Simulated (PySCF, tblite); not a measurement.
# C₅H₁₁BF₂Ge: geometry, infrared bands and NMR shifts

What infrared bands and NMR shifts should C₅H₁₁BF₂Ge (`FB(F)[C@H]1CC[CH2][GeH2][CH2]1`) show?

Computed with tblite 0.8.0 and PySCF 2.14.0, with density-fitted response routines of our own, on a single molecule in the gas phase. Atoms count from 0, in the outputs and in this text.

### Step 1. The molecule as given

20 atoms, charge 0, multiplicity 1; geometry from: force field or distance geometry start.

Bonds of the start (Å): F0–B1 1.46, B1–F2 1.47, B1–C3 1.59, C3–C4 1.50, C4–C5 1.50, C5–C6 1.53, C6–Ge7 1.96, Ge7–C8 1.96, C8–C3 1.49, C3–H9 1.11, C4–H10 1.13, C4–H11 1.12, C5–H12 1.13, C5–H13 1.10, C6–H14 1.11, C6–H15 1.11, Ge7–H16 1.54, Ge7–H17 1.53, C8–H18 1.11, C8–H19 1.11.

### Step 2. Relaxing the molecule with GFN2-xTB

Job settings and geometry (Å):

```
{"job": {"kind": "relax", "xc": "GFN2-xTB", "basis": "xTB"}, "charge": 0, "multiplicity": 1}
F      2.558100     0.860100     1.499600
B      1.675600    -0.280600     1.255800
F      2.074500    -1.487900     2.000400
C      1.172000    -0.422500    -0.244700
C     -0.002200    -1.342900    -0.372100
C     -1.219700    -0.938600     0.406200
C     -1.942900     0.241800    -0.234500
Ge    -0.655000     1.720200    -0.122800
C      0.996700     0.936200    -0.829800
H      2.020500    -0.891500    -0.794200
H     -0.266700    -1.536400    -1.448400
H      0.306600    -2.343900     0.019400
H     -0.964300    -0.635200     1.466200
H     -1.963400    -1.747900     0.505900
H     -2.068600     0.048800    -1.323400
H     -2.889900     0.483000     0.285500
H     -0.426900     1.990900     1.373500
H     -1.119600     2.942400    -0.920500
H      1.864300     1.597300    -0.598800
H      0.846000     0.817200    -1.926300
```

The run is started by

```sh
$ OMP_NUM_THREADS=1 python probes_run.py task.json out
```

This one command runs all jobs of the session in turn.

**Question.** This job is followed by: GFN2-xTB harmonic vibrations, gas phase; GIAO PBE0/pcSseg-1 NMR shielding, non-relativistic, gas phase. What will the session give for the following? strongest single infrared mode (GFN2-xTB); zero-point energy (GFN2-xTB); ¹³C shifts against TMS (PBE0/pcSseg-1); ¹H shifts against TMS (PBE0/pcSseg-1); ¹⁹F shifts against CFCl3 (PBE0/pcSseg-1, means over atoms taken as alike); ¹¹B shifts against BF3·OEt2 (PBE0/pcSseg-1); ⁷³Ge shifts against GeMe4 (PBE0/pcSseg-1).

**Answer**, as computed:

| quantity | value |
| --- | --- |
| strongest single infrared mode (GFN2-xTB) | 1932 cm⁻¹, 401 km/mol |
| zero-point energy (GFN2-xTB) | 95.3 kcal/mol |
| ¹³C shifts against TMS (PBE0/pcSseg-1) | 35.2, 31.4, 26.0, 15.5, 13.4 ppm |
| ¹H shifts against TMS (PBE0/pcSseg-1) | 4.25, 3.75, 2.26, 2.10, 2.04, 1.27, 1.26, 1.24, 1.14, 1.12, 1.08 ppm |
| ¹⁹F shifts against CFCl3 (PBE0/pcSseg-1, means over atoms taken as alike) | -59.8 ppm |
| ¹¹B shifts against BF3·OEt2 (PBE0/pcSseg-1) | 29.1 ppm |
| ⁷³Ge shifts against GeMe4 (PBE0/pcSseg-1) | -178 ppm |

The optimisation took 101 steps and gained 1.331 eV; among the close pairs (by a distance rule), B1–F2 changed most, from 1.473 to 1.317 Å. All 54 modes are real, so the xTB geometry is a minimum. The strongest single mode, at 1932 cm⁻¹, moves mainly H17. GFN2-xTB is a fitted tight-binding method: band positions and strengths are rough. Its intensities can rank the bands wrongly. At PBE0/pcSseg-1: The widest tensor belongs to F0, F2: span 312 ppm, with a paramagnetic part of -238 ppm. Spin-orbit coupling is left out, which matters for shieldings and couplings at and beside the heavy atoms.
